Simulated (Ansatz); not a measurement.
The system is Ta3AsAu2O13.

```
Ta As Au O
1.0
     5.45204    0.00000    0.00000
    -2.72602    4.72161    0.00000
     0.00000    0.00000    9.57902
Ta As Au O
3 1 2 13
Direct
  0.00000 0.00000 0.19408
  0.00000 0.00000 0.80592
  0.66667 0.33333 0.00000
  0.00000 0.00000 0.50000
  0.33333 0.66667 0.27428
  0.33333 0.66667 0.72572
  0.00000 0.00000 0.00000
  0.23947 0.97129 0.36402
  0.02871 0.26818 0.36402
  0.73182 0.76053 0.36402
  0.23947 0.97129 0.63598
  0.02871 0.26818 0.63598
  0.73182 0.76053 0.63598
  0.38452 0.33425 0.85844
  0.66575 0.05026 0.85844
  0.94974 0.61548 0.85844
  0.38452 0.33425 0.14156
  0.66575 0.05026 0.14156
  0.94974 0.61548 0.14156
```

The cell was built by a generator and needn't be a form met in nature.

```yaml
Program: Ansatz 0.2.0
Task: relaxation of cell and atoms
Functional: r2SCAN
Dispersion: D4
Potentials_or_basis: Ansatz PAW
Cutoff: "500 eV (not typed: the program's choice for these potentials)"
k_mesh: 4 × 4 × 2
Occupations: fermi-dirac, width 0.05 eV
Spin: no spin polarisation
```

At the start: volume 12.98 Å³/atom.

Q: Where does the relaxation end?

A: It ends after 7 steps and the volume is 12.43 Å³/atom (-4.2 %); space group P-6 (No. 174, to 0.05 Å).

The path:
```
step  energy change (eV)  largest force (eV/Å)  volume (Å³)
   1              0.0000                0.3060       246.59
   2             -0.2333                0.2872       235.69
   3             -0.2521                0.0952       235.63
   4             -0.2556                0.0660       235.85
   5             -0.2563                0.0467       235.97
   6             -0.2569                0.0100       236.21
   7             -0.2502                0.0097       236.21
```

Final structure:
```xyz
19
Lattice="5.3742 0.0000 0.0000 -2.6871 4.6542 0.0000 0.0000 0.0000 9.4438" Properties=species:S:1:pos:R:3 pbc="T T T"
Ta    0.0000    0.0000    1.8509
Ta    0.0000    0.0000    7.5928
Ta    2.6871    1.5514    0.0000
As    0.0000    0.0000    4.7219
Au    0.0000    3.1028    2.5598
Au    0.0000    3.1028    6.8840
O     0.0000    0.0000    0.0000
O    -1.3143    4.4902    3.4557
O    -0.5444    1.2708    3.4557
O     1.8587    3.5473    3.4557
O    -1.3143    4.4902    5.9880
O    -0.5444    1.2708    5.9880
O     1.8587    3.5473    5.9880
O     1.1617    1.5795    8.0997
O     3.4254    0.2163    8.0997
O     3.4741    2.8583    8.0997
O     1.1617    1.5795    1.3441
O     3.4254    0.2163    1.3441
O     3.4741    2.8583    1.3441
```

Caveat: the plane-wave basis is chosen anew once the cell has moved, so the energies of steps on either side of that aren't comparable; pairwise dispersion overbinds metals, which lowers pressure and volume; the PAW data sets come from PBE, with cores solved anew for the run's functional, which leaves a small shift of forces and pressure.
